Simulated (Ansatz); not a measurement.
# GaPH4: taking an electron away

One table from this session's results is given with a row withheld; the runs are named, their logs left out.

Computed with Ansatz 0.2.0, Gaussian basis. Level: unrestricted cation, the program's frozen cores in correlated methods.

Plan: UKS PBE-D4/def2-TZVPP; UKS r2SCAN-D4/def2-TZVPP; UKS PBE0-D4/def2-TZVPP; UKS B3LYP-D4/def2-TZVPP; UKS wB97X-V/def2-TZVPP; UKS wB97M-V/def2-TZVPP; UKS B2PLYP/def2-TZVPP; UHF-CCSD(T)/def2-TZVPP; UHF-MP2/def2-QZVPP; extrapolation to the limit; then −ε(HOMO) from the neutral's earlier runs with LDA (SPW92), PBE-D4, revPBE-D4, BLYP-D4, r2SCAN-D4, B97M-V, PBE0-D4, B3LYP-D4, r2SCANh-D4, r2SCAN0-D4, HSE06-D4, BHLYP-D4, CAM-B3LYP-D4, LC-ωPBE, ωB97X-V, ωB97M-V.

### The relaxed structure

The geometry comes from an earlier relaxation with PBE0-D4 in a triple-zeta def2 set; it is a stationary point.

SMILES `[PH2][GaH2]`, 6 atoms, charge 0, spin multiplicity 1.

Atoms are counted from 1 here; the program's logs count them from 0.

Bond lengths: P1–Ga2 2.309 Å, P1–H3 1.419 Å, P1–H4 1.419 Å, Ga2–H5 1.569 Å, Ga2–H6 1.569 Å. Angles: Ga2–P1–H3 95.4°, Ga2–P1–H4 95.4°, H3–P1–H4 95.4°, P1–Ga2–H5 119.2°, P1–Ga2–H6 119.1°, H5–Ga2–H6 121.5°.

The first run:

The input, in.yaml:

```yaml
crystal:
  periodic: [false, false, false]
  atoms:
    - {symbol: P, position_ang: [-0.676671, -1.221053, -0.010807]}
    - {symbol: Ga, position_ang: [-0.006759, 0.988110, -0.033346]}
    - {symbol: H, position_ang: [0.107576, -1.586095, 1.113617]}
    - {symbol: H, position_ang: [0.266274, -1.655768, -0.977506]}
    - {symbol: H, position_ang: [0.258557, 1.692057, -1.409690]}
    - {symbol: H, position_ang: [0.051023, 1.782759, 1.317731]}
basis:
  gaussian: {orbitals: def2-TZVPP}
total_charge: 1
magnetization: {spin_polarized: true, initial_magnetization: 1}
hamiltonian: {xc: pbe, dispersion: d4}
```

On the command line:

```console
> ansatz run in.yaml --threads 2 --pin off --events-out ev --progress --plain --max-ram 4352MiB
```

Among the steps run: Cation, UKS PBE-D4/def2-TZVPP; Cation, UKS r2SCAN-D4/def2-TZVPP; Cation, UKS PBE0-D4/def2-TZVPP; Cation, UKS B3LYP-D4/def2-TZVPP; Cation, UKS wB97X-V/def2-TZVPP; Cation, UKS wB97M-V/def2-TZVPP; Cation, UKS B2PLYP (frozen core)/def2-TZVPP; Cation, UHF-CCSD(T)/def2-TZVPP; Cation, UHF-MP2/def2-QZVPP.

One table of the session follows, with a row left open; its other results are not shown here.

For comparison, −ε(HOMO) of the neutral from earlier runs:

```
  functional  −ε(HOMO) (eV)
 LDA (SPW92)           6.35
      PBE-D4           6.23
   revPBE-D4           6.18
     BLYP-D4           6.06
   r2SCAN-D4           6.46
      B97M-V           6.54
     PBE0-D4           7.26
    B3LYP-D4           7.04
  r2SCANh-D4           6.84
  r2SCAN0-D4           7.42
    HSE06-D4           6.87
    BHLYP-D4           8.15
CAM-B3LYP-D4              ?
     LC-ωPBE           9.81
     ωB97X-V           9.47
     ωB97M-V           9.29
```

Q: Estimate the row for CAM-B3LYP-D4 from the others.

The run gave: −ε(HOMO) (eV): 8.48. In the column «−ε(HOMO) (eV)» it lies between BHLYP-D4 (8.15) and ωB97M-V (9.29).

Caveats from the session: The cation may have settled in a state other than its lowest; no search over hole states beyond the program's own was made.
